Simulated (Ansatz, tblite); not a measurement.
# Al8N7 wurtzite off rod (Al₈N₇H₂₂−): one state, many levels

An exercise on one series of results from a longer session: the logs are not shown, and one member is left open.

Method: as each input shows; program: Ansatz 0.2.0, Gaussian basis.

Plan: GFN1-xTB, GFN2-xTB, PBE-D4/def2-TZVP, r2SCAN-D4/def2-TZVP, ωB97M-V/def2-TZVP, B3LYP-D4/def2-TZVP, HF/def2-TZVP, LC-ωPBE(0.10)/def2-SVP, LC-ωPBE(0.15)/def2-SVP, LC-ωPBE(0.20)/def2-SVP, LC-ωPBE(0.30)/def2-SVP, PBE-D4/def2-SVP, PBE0-D4/def2-SVP, HF/STO-3G, HF/6-31G, B3LYP-D4/6-31G, CCSD(T)/def2-SVP, RPA/def2-SVP.

### The structure

The geometry is that of the singlet, from an earlier relaxation (PBE-D4/def2-SVP).

37 atoms, charge -1, spin multiplicity 1.

Bond lengths: Al1–N2 1.979 Å, Al1–N3 1.932 Å, Al1–H16 1.617 Å, Al1–H17 1.622 Å, N2–Al7 1.979 Å, N2–H18 1.034 Å, N2–H19 1.032 Å, N3–Al4 1.929 Å, N3–Al10 1.921 Å, N3–H20 1.038 Å, Al4–N6 1.915 Å, Al4–N8 1.929 Å, Al4–H21 1.620 Å, Al5–N6 1.949 Å, Al5–N11 1.951 Å, Al5–H22 1.640 Å, Al5–H23 1.615 Å, N6–Al9 1.949 Å and more. Angles: N2–Al1–N3 103.2°, N2–Al1–H16 108.3°, N2–Al1–H17 104.4°, N3–Al1–H16 111.7°, N3–Al1–H17 109.6°, H16–Al1–H17 118.3°, Al1–N2–Al7 116.4°, Al1–N2–H18 109.6°, Al1–N2–H19 107.8°, Al7–N2–H18 109.6°, Al7–N2–H19 107.8°, H18–N2–H19 105.0°, Al1–N3–Al4 114.2°, Al1–N3–Al10 111.1°, Al1–N3–H20 107.5°, Al4–N3–Al10 114.5°, Al4–N3–H20 103.8°, Al10–N3–H20 104.7° and more.

As a file:

```xyz
37

Al    0.27231   -1.78233   -2.72192
N    -1.31179   -0.75350   -3.31371
N     0.20730   -1.62701   -0.79681
Al   -1.40586   -0.81079   -0.12302
Al    0.19498   -1.78418    2.47792
N    -1.31126   -0.75806    1.78843
Al   -1.40871    1.13201   -2.71915
N    -1.30525    0.99524   -0.79432
Al   -1.44474    1.05855    2.48067
Al    1.83232   -0.86769   -0.10888
N     1.70752   -0.75635    1.79789
N     1.70050    0.98158   -0.74333
Al    0.16625    2.02071   -0.10613
Al    1.85229    1.06609    2.46663
N     0.20171    1.85422    1.80038
H     0.09020   -3.31513   -3.20480
H     1.53582   -0.94214   -3.29439
H    -2.17303   -1.25054   -3.03184
H    -1.32481   -0.76004   -4.34564
H     0.17986   -2.58863   -0.40656
H    -2.73080   -1.57449   -0.65748
H     0.20191   -3.24123    1.72522
H     0.19412   -1.86669    4.09102
H    -2.15658   -1.24598    2.13209
H    -2.82711    1.74255   -3.19999
H    -0.04926    1.80588   -3.29175
H    -2.15107    1.45241   -0.40275
H    -2.70320    1.79515    1.73012
H    -1.51520    1.09674    4.09389
H     3.18058   -1.59721   -0.59418
H     2.54711   -1.24131    2.15990
H     1.71913    0.99332   -1.77813
H     2.55409    1.47365   -0.42717
H     0.20944    3.55375   -0.58928
H     1.97215    1.13368    4.07488
H     3.09648    1.78451    1.66840
H     0.20259    2.82328    2.16378
```

The ion is computed in the gas phase, without counter-ions or solvent.

PBE0-D4/def2-TZVP was run before; its log isn't repeated, and its numbers join the tables.

The first run:

Tight binding, by tblite at 300 K electronic temperature and without a spin-polarisation term:

```python
tblite.interface.Calculator('GFN1-xTB', numbers, positions, charge=-1, uhf=0).singlepoint()
```

Tight binding, by tblite at 300 K electronic temperature and without a spin-polarisation term:

```python
tblite.interface.Calculator('GFN2-xTB', numbers, positions, charge=-1, uhf=0).singlepoint()
```

start.molden holds the orbitals of an earlier run on this state, given as this run's starting guess.

in.yaml reads:

```yaml
crystal:
  periodic: [false, false, false]
  atoms:
    - {symbol: Al, position_ang: [0.272314, -1.782326, -2.721922]}
    - {symbol: N, position_ang: [-1.311794, -0.753504, -3.313710]}
    - {symbol: N, position_ang: [0.207300, -1.627011, -0.796813]}
    - {symbol: Al, position_ang: [-1.405858, -0.810788, -0.123017]}
    - {symbol: Al, position_ang: [0.194982, -1.784183, 2.477923]}
    - {symbol: N, position_ang: [-1.311263, -0.758065, 1.788432]}
    - {symbol: Al, position_ang: [-1.408712, 1.132009, -2.719147]}
    - {symbol: N, position_ang: [-1.305247, 0.995243, -0.794319]}
    - {symbol: Al, position_ang: [-1.444741, 1.058548, 2.480667]}
    - {symbol: Al, position_ang: [1.832324, -0.867691, -0.108885]}
    - {symbol: N, position_ang: [1.707525, -0.756352, 1.797892]}
    - {symbol: N, position_ang: [1.700497, 0.981582, -0.743330]}
    - {symbol: Al, position_ang: [0.166249, 2.020713, -0.106132]}
    - {symbol: Al, position_ang: [1.852293, 1.066087, 2.466629]}
    - {symbol: N, position_ang: [0.201706, 1.854217, 1.800383]}
    - {symbol: H, position_ang: [0.090203, -3.315129, -3.204798]}
    - {symbol: H, position_ang: [1.535819, -0.942142, -3.294391]}
    - {symbol: H, position_ang: [-2.173034, -1.250540, -3.031840]}
    - {symbol: H, position_ang: [-1.324808, -0.760039, -4.345638]}
    - {symbol: H, position_ang: [0.179859, -2.588627, -0.406562]}
    - {symbol: H, position_ang: [-2.730798, -1.574491, -0.657485]}
    - {symbol: H, position_ang: [0.201908, -3.241232, 1.725216]}
    - {symbol: H, position_ang: [0.194117, -1.866693, 4.091023]}
    - {symbol: H, position_ang: [-2.156575, -1.245981, 2.132090]}
    - {symbol: H, position_ang: [-2.827109, 1.742548, -3.199987]}
    - {symbol: H, position_ang: [-0.049257, 1.805876, -3.291752]}
    - {symbol: H, position_ang: [-2.151072, 1.452411, -0.402749]}
    - {symbol: H, position_ang: [-2.703203, 1.795152, 1.730124]}
    - {symbol: H, position_ang: [-1.515196, 1.096738, 4.093888]}
    - {symbol: H, position_ang: [3.180578, -1.597212, -0.594180]}
    - {symbol: H, position_ang: [2.547108, -1.241311, 2.159904]}
    - {symbol: H, position_ang: [1.719133, 0.993323, -1.778131]}
    - {symbol: H, position_ang: [2.554093, 1.473649, -0.427167]}
    - {symbol: H, position_ang: [0.209441, 3.553753, -0.589276]}
    - {symbol: H, position_ang: [1.972150, 1.133677, 4.074880]}
    - {symbol: H, position_ang: [3.096482, 1.784514, 1.668402]}
    - {symbol: H, position_ang: [0.202586, 2.823279, 2.163779]}
basis:
  gaussian: {orbitals: def2-TZVP, fitting: {mean_field: def2-universal-jkfit}, initial_orbitals: start.molden}
total_charge: -1
hamiltonian: {xc: pbe, dispersion: d4}
scf: {omitted_lower_state_checks: [starts]}
output: {orbitals: {seedname: orbitals}}
```

Started as:

```sh
$ ansatz run in.yaml --threads 2 --pin off --events-out ev --progress --plain --max-ram 20480MiB --backend cuda --devices 0, --max-vram 18GiB
```

Steps of the session up to this table: PBE-D4/def2-TZVP; r2SCAN-D4/def2-TZVP; ωB97M-V/def2-TZVP; B3LYP-D4/def2-TZVP; HF/def2-TZVP; LC-ωPBE(0.10)/def2-SVP; LC-ωPBE(0.15)/def2-SVP; LC-ωPBE(0.20)/def2-SVP; LC-ωPBE(0.30)/def2-SVP; PBE-D4/def2-SVP; PBE0-D4/def2-SVP; HF/STO-3G; HF/6-31G; B3LYP-D4/6-31G; CCSD(T)/def2-SVP; RPA/def2-SVP.

One of the session's tables, all rows but one given; the rest of the session is left out.

```
                 level  HOMO (eV)  LUMO (eV)  gap (eV)
             HF/STO-3G      -4.09      14.24     18.33
              HF/6-31G      -7.30       5.42     12.72
          HF/def2-TZVP      -7.45       4.99     12.44
       PBE-D4/def2-SVP      -3.02       2.10      5.12
      PBE-D4/def2-TZVP      -3.14       1.69      4.83
   r2SCAN-D4/def2-TZVP      -3.45       2.13      5.58
        B3LYP-D4/6-31G      -4.09       2.51      6.60
    B3LYP-D4/def2-TZVP      -4.19       2.24      6.43
      PBE0-D4/def2-SVP          ?          ?         ?
     PBE0-D4/def2-TZVP      -4.36       2.45      6.81
     ωB97M-V/def2-TZVP      -6.59       3.79     10.38
LC-ωPBE(0.10)/def2-SVP      -4.48       3.46      7.94
LC-ωPBE(0.15)/def2-SVP      -5.10       3.95      9.04
LC-ωPBE(0.20)/def2-SVP      -5.62       4.31      9.93
LC-ωPBE(0.30)/def2-SVP      -6.44       4.75     11.20
```

Q: Estimate the row for PBE0-D4/def2-SVP from the others.

**Answer.** HOMO (eV): -4.28; LUMO (eV): 2.89; gap (eV): 7.17. In the column «HOMO (eV)» it lies between PBE0-D4/def2-TZVP (-4.36) and B3LYP-D4/def2-TZVP (-4.19).
